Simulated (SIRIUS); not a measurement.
HPbNO4:

```xyz
7
Lattice="3.8540 0.1438 0.0901 -0.2532 5.5270 0.1647 -0.4820 -1.9272 5.7203" Properties=species:S:1:pos:R:3 pbc="T T T"
H    -0.0083    2.5983    3.2335
Pb    2.1473    2.6778    1.0046
N     2.8237    3.6046    5.7249
O    -0.4057   -0.9417    5.0623
O     2.7256   -0.0852    0.8025
O    -0.5912    2.3982    5.1009
O     0.1280    2.5704    2.2622
```

The cell was built by a generator and needn't be a form met in nature.

Program: SIRIUS 7.12.0. Alike in all runs: task single point; no spin polarisation; cell as given; k mesh 3 × 2 × 2; smearing fermi-dirac 0.05 eV; the mesh is coarse, so values aren't converged.

Question: Order these runs on this cell by their pressure, lowest first.
A. level PBE; potentials or basis JTH 2.0 PBE (PAW); cutoff (eV) 871
B. level PBEsol; potentials or basis PseudoDojo 0.4.1 PBE standard (scalar relativistic); cutoff (eV) 1152; radial cutoff for the potentials' integrals 6.5 bohr
C. level revPBE; potentials or basis PseudoDojo 0.4.1 PBE standard (scalar relativistic); cutoff (eV) 1152; radial cutoff for the potentials' integrals 6.5 bohr
D. level LDA; potentials or basis PseudoDojo 0.4.1 PBE standard (scalar relativistic); cutoff (eV) 1152; radial cutoff for the potentials' integrals 6.5 bohr

Answer: D (-3.4 GPa), B (-1.9 GPa), A (-0.2 GPa), C (1.3 GPa).

Caveats: all runs use coarse meshes; the potentials were made for another functional, which shifts forces and pressure (some runs).
